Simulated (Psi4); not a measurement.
**SiCl4 (silicon tetrachloride) at HF/3-21G**

What is the energy change on altering one bond length of SiCl4 (silicon tetrachloride) at HF/3-21G? 

The results are computed with Psi4 1.11.

1 further run of the same task is left out (it didn't finish).

## (1) The system as given

The species is SiCl4 (5 atoms), meant as a singlet with charge 0. SMILES: `Cl[Si](Cl)(Cl)Cl`. The coordinates come from a PBE0-D4/def2-TZVP relaxation.

Bond lengths: Cl1–Si2 2.021 Å, Si2–Cl3 2.022 Å, Si2–Cl4 2.022 Å, Si2–Cl5 2.021 Å. Angles: Cl1–Si2–Cl3 109.5°, Cl1–Si2–Cl4 109.5°, Cl1–Si2–Cl5 109.5°, Cl3–Si2–Cl4 109.5°, Cl3–Si2–Cl5 109.5°, Cl4–Si2–Cl5 109.5°.

## (2) Energy and forces at HF/3-21G

Contents of cl4si.inp:

```
memory 1600 MB

molecule {
  0 1
  Cl    -1.81905037    -0.16554001     3.33026435
  Si     0.01889726    -0.02777897    -0.01568473
  Cl     3.12825263    -2.24102621     0.14758761
  Cl    -2.29053704    -1.27915561    -2.78942473
  Cl     1.05692382     3.57422799    -0.75116613
  units bohr
  symmetry c1
  no_reorient
  no_com
}

set {
  basis 3-21G
  puream true
  e_convergence 1e-09
  d_convergence 1e-08
  scf_type pk
}

E, wfn = gradient("scf", return_wfn=True)
oeprop(wfn, "DIPOLE", "QUADRUPOLE", "MULLIKEN_CHARGES", title="SCF")
print_variables()
```

Command:

```console
$ psi4 -n 1 cl4si.inp cl4si.out
```

cl4si.out, shortened:

```text
[...]
  Running in c1 symmetry.
[...]
  Nuclear repulsion =  527.177977592989805
[...]
  Multiplicity = 1
[...]
  Nalpha       = 41
  Nbeta        = 41
[...]
    Number of basis functions: 65
[...]
   @RHF iter   1: -2116.64017402021136    4.07104e-01   4.93495e-03 ADIIS/DIIS
[...]
   @RHF iter   8: -2116.72406330745844   -9.45874e-11   9.90450e-09 DIIS
[...]
    Orbital Energies [Eh]
    ---------------------
    Doubly Occupied:
       1A   -104.160240     2A   -104.159974     3A   -104.159969
       4A   -104.159966     5A    -68.514728     6A    -10.557482
       7A    -10.556541     8A    -10.556536     9A    -10.556532
      10A     -8.019852    11A     -8.019847    12A     -8.019843
      13A     -8.019611    14A     -8.015325    15A     -8.015325
      16A     -8.015321    17A     -8.015320    18A     -8.015317
      19A     -8.015317    20A     -8.014985    21A     -8.014985
      22A     -6.326159    23A     -4.421394    24A     -4.421393
      25A     -4.421393    26A     -1.233845    27A     -1.161063
      28A     -1.161055    29A     -1.161049    30A     -0.756558
      31A     -0.627977    32A     -0.627972    33A     -0.627972
      34A     -0.544579    35A     -0.544577    36A     -0.520154
[...]
  @RHF Final Energy: -2116.72406330745844
   => Energetics <=
    Nuclear Repulsion Energy =            527.1779775929898051
    One-Electron Energy =               -3978.4260562480330918
    Two-Electron Energy =                1334.5240153475845091
    Total Energy =                      -2116.7240633074588914
[...]
  -Total Gradient:
     Atom            X                  Y                   Z
    ------   -----------------  -----------------  -----------------
       1        0.022719507632     0.001697569353    -0.041361093057
       2       -0.000011945060     0.000010165935     0.000016464805
       3       -0.038414407995     0.027339271453    -0.002014433918
       4        0.028531758763     0.015457861571     0.034272149830
       5       -0.012824913354    -0.044504868310     0.009086912353
[...]
 Multipole Moments:
 ------------------------------------------------------------------------------------
     Multipole            Electronic (a.u.)      Nuclear  (a.u.)        Total (a.u.)
 ------------------------------------------------------------------------------------
 L = 1.  Multiply by 2.5417464519 to convert [e a0] to [Debye]
 Dipole X            :         -1.5495961            1.5495753           -0.0000208
 Dipole Y            :          2.2844792           -2.2843009            0.0001783
 Dipole Z            :          1.2861762           -1.2861475            0.0000287
 Magnitude           :                                                    0.0001818
 L = 2.  Multiply by 1.3450342976 to convert [e a0^2] to [Debye ang]
 Quadrupole XX       :       -382.5444591          330.8004627          -51.7439964
 Quadrupole XY       :          0.0368060           -0.0367680            0.0000381
[...]
  Mulliken Charges: (a.u.)
   Center  Symbol    Alpha    Beta     Spin     Total
       1    CL     8.65893  8.65893  0.00000 -0.31787
       2    SI     6.36425  6.36425  0.00000  1.27150
       3    CL     8.65894  8.65894  0.00000 -0.31789
       4    CL     8.65894  8.65894  0.00000 -0.31788
       5    CL     8.65894  8.65894  0.00000 -0.31787
   Total alpha = 41.00000, Total beta = 41.00000, Total charge = -0.00000
  Variable Map:
  ----------------------------------------------------------------------------
  "CURRENT ENERGY"           =>   -2116.724063307458
[...]
```

Wall time 1.9 s (1 thread of Intel Xeon 6975P-C (Granite Rapids), shared host); peak memory 0.21 GiB.

## (3) The distorted shape: a single-point energy at HF/3-21G

Contents of input.dat:

```
memory 1600 MB

molecule geom {
  0 1
  Cl    -1.621766    -2.374939     2.229344
  Si    -0.649166    -2.302039     0.458744
  Cl     0.996234    -3.473239     0.545144
  Cl    -1.871266    -2.964239    -1.009056
  Cl     0.559300     1.891400    -0.397500
  symmetry c1
}

set {
  basis 3-21G
  puream true
  e_convergence 1e-09
  d_convergence 1e-08
  scf_type pk
}

result, w = energy('hf', return_wfn=True)
```

Command:

```console
$ psi4 input.dat output.dat -n 1
```

output.dat, shortened:

```text
[...]
  Running in c1 symmetry.
[...]
  Nuclear repulsion =  438.174539509258523
[...]
  Multiplicity = 1
[...]
  Nalpha       = 41
  Nbeta        = 41
[...]
    Number of basis functions: 65
[...]
   @RHF iter   1: -2116.32786818218665    3.97994e-02   6.69969e-03 DIIS/ADIIS
[...]
   @RHF iter  15: -2116.52362762124949   -3.18323e-12   3.03224e-09 DIIS
[...]
    Orbital Energies [Eh]
    ---------------------
    Doubly Occupied:
       1A   -104.212183     2A   -104.212058     3A   -104.212056
       4A   -104.037134     5A    -68.564538     6A    -10.608606
       7A    -10.608147     8A    -10.608143     9A    -10.424909
      10A     -8.071236    11A     -8.071232    12A     -8.071038
      13A     -8.066655    14A     -8.066653    15A     -8.066596
      16A     -8.066559    17A     -8.066313    18A     -8.066311
      19A     -7.888156    20A     -7.885787    21A     -7.885787
      22A     -6.370464    23A     -4.465755    24A     -4.465755
      25A     -4.462685    26A     -1.262646    27A     -1.206006
      28A     -1.205998    29A     -0.968820    30A     -0.786266
      31A     -0.654216    32A     -0.654215    33A     -0.620709
      34A     -0.573295    35A     -0.573295    36A     -0.556411
[...]
  @RHF Final Energy: -2116.52362762124949
   => Energetics <=
    Nuclear Repulsion Energy =            438.1745395092585227
    One-Electron Energy =               -3799.8061200796255434
    Two-Electron Energy =                1245.1079529491175890
    Total Energy =                      -2116.5236276212494886
[...]
 Multipole Moments:
 ------------------------------------------------------------------------------------
     Multipole            Electronic (a.u.)      Nuclear  (a.u.)        Total (a.u.)
 ------------------------------------------------------------------------------------
 L = 1.  Multiply by 2.5417464519 to convert [e a0] to [Debye]
 Dipole X            :         -0.7720322           -0.1035698           -0.8756020
 Dipole Y            :         -2.6788324           -0.3593609           -3.0381933
 Dipole Z            :          0.5470237            0.0733831            0.6204068
 Magnitude           :                                                    3.2221424
[...]
```

Run time: 1.6 s. Hardware: 1 thread of Intel Xeon 6975P-C (Granite Rapids), shared host; peak memory 0.21 GiB.

## (4) What came out

Level: HF/3-21G.

```
                                                           quantity           value
                                          first shape: total energy  -2116.72406 Eh
                                         first shape: dipole moment          0.00 D
                                           first shape: HOMO energy       -13.68 eV
                                           first shape: LUMO energy         2.09 eV
                                         first shape: HOMO–LUMO gap        15.77 eV
                              first shape: largest force on an atom      2.428 eV/Å
                                      distorted shape: total energy  -2116.52363 Eh
                                     distorted shape: dipole moment          8.19 D
                                       distorted shape: HOMO energy        -8.93 eV
                                       distorted shape: LUMO energy        -4.59 eV
                                     distorted shape: HOMO–LUMO gap         4.34 eV
energy change with the Si2–Cl5 bond stretched from 2.021 to 4.447 Å        5.454 eV
```

**Reading.** One bond (distorted shape) is far stretched, which a spin-restricted single reference describes badly; a broken-symmetry solution may lie lower. With the Si2–Cl5 bond stretched from 2.021 to 4.447 Å the energy rises by 5.45 eV (126 kcal/mol). The first shape isn't relaxed at this level, so the change isn't measured from a minimum. A restricted reference can't describe the breaking bond well at this length. The largest force (first shape) is 2.43 eV/Å: the shape isn't a stationary point for this species at this level.
